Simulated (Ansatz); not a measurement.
Wanted: the native input for an Ansatz 0.2.0 run.

```
Task                : relaxation of cell and atoms
Functional          : PBE
Dispersion          : D3(BJ)
Potentials or basis : Ansatz PAW
Cutoff              : 420 eV (not typed: the program's choice for these potentials)
k mesh              : 8 × 8 × 2
Occupations         : fermi-dirac, width 0.05 eV
Spin                : collinear spin, ferromagnetic start
Starting moments    : [1.0, 1.0, 0.0, 0.6, 0.0] μB
```

NiMoIrPdW:

```xyz
5
Lattice="2.7608 0.0000 0.0000 -1.3804 2.3909 0.0000 0.0000 0.0000 11.3405" Properties=species:S:1:pos:R:3 pbc="T T T"
Ni    0.0000    0.0000    8.0423
Mo    1.3804    0.7970    3.3369
Pd    1.3804    0.7970   10.1952
Ir    0.0000    0.0000    1.2025
W     1.3804    0.7970    6.0015
```

The cell was built by a generator and needn't be a form met in nature.

These files were run (other wordings do the same):

input.yaml

```yaml
crystal:
  lattice:
    - [2.76078, 0.0, 0.0]
    - [-1.38039, 2.3909, 0.0]
    - [0.0, 0.0, 11.34051]
  atoms:
    - { symbol: Ni, position: [0.0, 0.0, 0.70917], spin: 1.0 }
    - { symbol: Mo, position: [0.66667, 0.33333, 0.29425], spin: 1.0 }
    - { symbol: Pd, position: [0.66667, 0.33333, 0.89901] }
    - { symbol: Ir, position: [0.0, 0.0, 0.10604], spin: 0.6 }
    - { symbol: W, position: [0.66667, 0.33333, 0.52921] }
hamiltonian:
  xc: pbe
  pseudopotentials: { kind: paw }
  dispersion: d3bj
magnetization:
  spin_polarized: true
kpoints:
  mp_grid: { grid: [8, 8, 2] }
scf:
  occupations: { method: fermi_dirac, width: 0.05 }
output:
  forces: true
  stress: true
  eigenvalues: true
relax:
  f_tol: 0.01
  max_steps: 40
  cell: { stress_tol: 0.05 }
```

Potentials or basis: Ansatz PAW.

The run is started by

```console
$ ansatz run input.yaml --threads 8 --pin off --max-ram 20480MiB --backend cpu --events-out ev --progress --plain --runs-dir out
```

Results of the run:

```yaml
Relaxed_volume: 14.52 Å³/atom
Relaxed_cell: a = 2.737 Å, b = 2.737 Å, c = 11.192 Å, α = 90.00°, β = 90.00°, γ = 120.00°
Space_group_after_relaxing_to_0.05_Å: P3m1 (No. 156)
Energy_gained_by_relaxing: 10.4 meV/atom
Ionic_steps: 8
Pressure_after_relaxing: 0.0 GPa
Band_gap_on_the_k_mesh: none (metal or under the smearing width)
Net_moment: 0.00 μB per cell
Absolute_moment: 0.00 μB per cell
```

Caveat: the plane-wave basis is chosen anew once the cell has moved, so the energies of steps on either side of that aren't comparable; pairwise dispersion overbinds metals, which lowers pressure and volume; the starting moments weren't kept.

Run time: 26 s on 8 threads of AMD EPYC 7R43 64-Core Processor (Zen 3) (shared host), peak memory 0.67 GiB.
